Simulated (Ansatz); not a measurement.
**triplet BGeH4Cl at 6 levels**

We compute a comparison of 6 runs (UB3LYP/6-31G*, UB2PLYP/def2-SVP, UBLYP/def2-SVP, UPBE/def2-SVP, UPBE0/def2-SVP, RPA@PBE/def2-SVP) of triplet BGeH4Cl. 

Program for the calculation: Ansatz 0.2.0.

59 further runs of the same task are left out: 59 set aside as unsound or not needed. Runs told in other sessions of the task aren't counted.

## 1. The system as given

The species is BGeH4Cl (7 atoms), meant as a triplet with charge 0. As SMILES of the parent species, `Cl[BH][GeH3]`. The shape is that of a PBE0-D4/def2-TZVP optimisation. That shape belongs to the parent species and isn't relaxed for this state.

Bond lengths: Cl1–B2 1.738 Å, B2–Ge3 2.066 Å, B2–H4 1.193 Å, Ge3–H5 1.539 Å, Ge3–H6 1.539 Å, Ge3–H7 1.537 Å. Angles: Cl1–B2–Ge3 119.4°, Cl1–B2–H4 116.1°, Ge3–B2–H4 124.5°, B2–Ge3–H5 109.7°, B2–Ge3–H6 109.9°, B2–Ge3–H7 112.6°, H5–Ge3–H6 107.5°, H5–Ge3–H7 108.4°, H6–Ge3–H7 108.5°.

## 2. A single-point energy at UB3LYP/6-31G(d) (spherical functions) (run 1)

The input, molecule.yaml:

```yaml
crystal:
  periodic: [false, false, false]
  atoms:
    - {symbol: Cl, position_ang: [-1.976000, -1.523900, 0.066800]}
    - {symbol: B, position_ang: [-0.280900, -1.157900, 0.180500]}
    - {symbol: Ge, position_ang: [0.359600, 0.783200, -0.117500]}
    - {symbol: H, position_ang: [0.439400, -2.075400, 0.430000]}
    - {symbol: H, position_ang: [-0.028000, 1.247000, -1.533300]}
    - {symbol: H, position_ang: [-0.333800, 1.724000, 0.884000]}
    - {symbol: H, position_ang: [1.881000, 0.935000, 0.043800]}
basis:
  gaussian: {orbitals: 6-31G_st_-spherical.json}
accuracy: high
output: {orbitals: {seedname: orbitals}}
hamiltonian: {xc: {name: B3LYP}}
magnetization: {spin_polarized: true, initial_magnetization: 2}
```

The basis set 6-31G* is read from a file made from the Basis Set Exchange's data (not shown).

On the command line:

```console
$ ansatz run molecule.yaml --threads 1 --pin off --max-ram 2610MiB --events-out events.jsonl --progress --plain --runs-dir runs
```

Log:

```text
Warning: RAYON_NUM_THREADS=1 ignored (pool sized by the plan → 1); use --threads N
Functional definition: B3LYP
  name "B3LYP"
  parameter a0 = 0.2
  parameter ax = 0.72
  parameter ac = 0.81
  exchange = (1 - a0 - ax)*slater_x + ax*b88_x + a0*exact_x
  correlation = (1 - ac)*vwn_rpa_c + ac*lyp_c
1555 factors; integrals over basis functions are off by at most 1.7e-8 eV
mean field evaluation 1: about -69770.6578 eV, gradient 1.7e1 eV
mean field evaluation 2: about -69769.6263 eV, gradient 2.2e1 eV
mean field evaluation 4: about -69772.3635 eV, gradient 1.8e0 eV
mean field evaluation 8: about -69772.4905 eV, gradient 2.3e-1 eV
mean field evaluation 16: about -69772.4908 eV, gradient 1.0e-4 eV
mean field -69772.49083995 eV, -2564.0917448752 hartree, gradient 4.9e-8 eV, S^2 2.003969; 0 other end points of the search recorded, 0 dependent functions left out
reference -69772.49088171 eV, -2564.0917464098 hartree; 30, 28 occupied and 42, 44 virtual orbitals, 1555 factors
Total energy: -69772.49088171 eV, -2564.0917464098 hartree
```

It took 13 s on 1 thread of Arm Neoverse V2, shared host; peak memory 0.35 GiB.

## 3. A single-point energy at UB2PLYP/def2-SVP (run 2)

The input, input.yaml:

```yaml
crystal:
  periodic: [false, false, false]
  atoms:
    - {symbol: Cl, position_ang: [-1.976000, -1.523900, 0.066800]}
    - {symbol: B, position_ang: [-0.280900, -1.157900, 0.180500]}
    - {symbol: Ge, position_ang: [0.359600, 0.783200, -0.117500]}
    - {symbol: H, position_ang: [0.439400, -2.075400, 0.430000]}
    - {symbol: H, position_ang: [-0.028000, 1.247000, -1.533300]}
    - {symbol: H, position_ang: [-0.333800, 1.724000, 0.884000]}
    - {symbol: H, position_ang: [1.881000, 0.935000, 0.043800]}
basis:
  gaussian:
    orbitals: def2-SVP
correlation:
  frozen_orbitals: {B: 1, Cl: 5, Ge: 9, H: 0}
accuracy: high
output: {orbitals: {seedname: orbitals}}
magnetization:
  spin_polarized: true
  initial_magnetization: 2
hamiltonian:
  xc: {name: B2PLYP}
```

On the command line:

```console
$ ansatz run input.yaml --threads 1 --pin off --max-ram 2610MiB --events-out events.jsonl --progress --plain --runs-dir runs
```

Log, shortened:

```text
Warning: RAYON_NUM_THREADS=1 ignored (pool sized by the plan → 1); use --threads N
Functional definition: B2PLYP
  name "B2PLYP"
[...]
1778 factors; integrals over basis functions are off by at most 4.7e-9 eV
[...]
mean field -69747.94224619 eV, -2563.1896006941 hartree, gradient 3.7e-8 eV, S^2 2.008062; 0 other end points of the search recorded, 0 dependent functions left out
15 core orbitals not correlated: weight in the atoms' cores, before any rotation towards them, 1.000 or more for the frozen orbitals, at most 0.000 for the correlated occupied ones
reference -69747.94227091 eV, -2563.1896016027 hartree; 15, 13 occupied and 54, 56 virtual orbitals, 1778 factors
second order -15.10982275 eV of doubles, -0.00000000 eV of singles
Total energy: -69752.02192305 eV, -2563.3395260536 hartree
```

Run time: 16 s. Hardware: 1 thread of Arm Neoverse V2, shared host; peak memory 0.41 GiB.

Runs 3 to 5 aren't shown in full; the table further down has their settings and results.

## 4. The energy at RPA@PBE/def2-SVP (run 6)

Edit input.yaml of step 3 so:

```diff
@@ -13,6 +13,2 @@
     orbitals: def2-SVP
-correlation:
-  frozen_orbitals: {B: 1, Cl: 5, Ge: 9, H: 0}
-accuracy: high
-output: {orbitals: {seedname: orbitals}}
 magnetization:
@@ -21,2 +17,6 @@
 hamiltonian:
-  xc: {name: B2PLYP}
+  xc: pbe
+correlation:
+  method: rpa
+  frozen_orbitals: {B: 1, Cl: 5, Ge: 9, H: 0}
+accuracy: high
```

On the command line:

```console
$ ansatz run input.yaml --threads 1 --pin off --max-ram 2610MiB --events-out events.jsonl --progress --plain --runs-dir runs
```

Log, shortened:

```text
Warning: RAYON_NUM_THREADS=1 ignored (pool sized by the plan → 1); use --threads N
Functional definition: PBE
  name "PBE"
[...]
1778 factors; integrals over basis functions are off by at most 4.7e-9 eV
[...]
mean field -69752.59349215 eV, -2563.3605308305 hartree, gradient 3.9e-8 eV, S^2 2.003347; 2 other end points of the search recorded, 0 dependent functions left out
15 core orbitals not correlated: weight in the atoms' cores, before any rotation towards them, 1.000 or more for the frozen orbitals, at most 0.000 for the correlated occupied ones
reference -69696.07149134 eV, -2561.2833856128 hartree; 15, 13 occupied and 54, 56 virtual orbitals, 1778 factors
Total energy: -69716.75714991 eV, -2562.0435695440 hartree
```

Run time: 20 s. Hardware: 1 thread of Arm Neoverse V2, shared host; peak memory 0.32 GiB.

## 5. Overview of the runs

```csv
run,level,frozen core orbitals,energy (Eh),HOMO energy (eV),⟨S²⟩,wall time
1,UB3LYP/6-31G* (spherical functions),–,-2564.091746,-4.08,2.004,13 s
2,UB2PLYP/def2-SVP,15,-2563.339526,-5.36,2.008,16 s
3,UBLYP/def2-SVP,–,-2563.935596,-3.08,2.003,8.4 s
4,UPBE/def2-SVP,–,-2563.360531,-3.35,2.003,8.7 s
5,UPBE0/def2-SVP,–,-2563.460240,-4.49,2.005,12 s
6,RPA@PBE/def2-SVP,15,-2562.043570,–,2.003,20 s
```

## 6. Outcome

| quantity | value |
| --- | --- |
| run 6: total energy | -2562.04357 Eh |
| run 6: RPA correlation energy (valence) | -760.2 mEh |
| run 6: ⟨S²⟩ of the reference determinant | 2.003 |

What this shows: Totals of different functionals can't be ranked against each other. All runs together took 78 s, the longest 20 s.
